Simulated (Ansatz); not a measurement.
Working through a geometry optimisation of FH₂SSb, SMILES [F][SbH][SH]

Program: the Python package of Ansatz (0.2.0).

Notebook, run cell by cell (the value of a cell's last expression is shown):

```python
import ansatz as az
import numpy as np
```

```python
BASIS_SET = "def2-SVP"
XC = "r2SCAN"

GEOMETRY = """
F    -1.09960   -0.86430    1.19940
Sb   -0.56710   -0.88360   -0.72180
S     1.63960   -0.05670   -0.15030
H    -1.06910    0.76670   -1.01540
H     1.14600    0.96420    0.64670
"""
```

```python
molecule = az.Crystal.molecule()
for line in GEOMETRY.strip().splitlines():
    symbol, *xyz = line.split()
    molecule = molecule.atom(symbol, [float(v) for v in xyz])

model = (
    molecule.calculation()
    .basis(gaussian=BASIS_SET)
    .functional(XC)
)
symbols = [site.symbol for site in molecule.cartesian_sites]
start = np.array([site.position_ang for site in molecule.cartesian_sites], dtype=float)
data = model.relax(force_tolerance=0.005).run(threads=1, pin="off").report
end = np.array(data["positions_ang"])
```

```python
for key in ("converged", "free_energy_ev", "reference_energy_ev", "n_frozen", "n_occupied", "n_virtual"):
    print(f"{key:22s} {data[key]}")
```

    converged              True
    free_energy_ev         -20118.33419032188
    reference_energy_ev    -20118.33419032188
    n_frozen               0
    n_occupied             [25, 25]
    n_virtual              [43, 43]

```python
print("final positions (A) and the move of each atom")
for symbol, xyz, old in zip(symbols, end, start):
    print(f"{symbol:2s} {xyz[0]:10.5f} {xyz[1]:10.5f} {xyz[2]:10.5f}   {np.linalg.norm(xyz - old):7.4f}")
```

    final positions (A) and the move of each atom
    F    -1.33498   -1.01026    1.10404    0.2929
    Sb   -0.52786   -0.85449   -0.66527    0.0747
    S     1.70761   -0.08829   -0.03829    0.1348
    H    -1.10711    0.76126   -0.86707    0.1532
    H     1.31215    1.11809    0.42518    0.3168

Total energies depend on the basis set; only differences at equal settings carry meaning. The end point is the stationary point reached from this start; no frequency run checks that it is a minimum, and the basis set is modest. def2 sets replace the cores of elements past krypton by effective core potentials. The whole script took 40 s on 1 thread of Arm Neoverse V1 (shared host), peak memory 0.21 GiB.
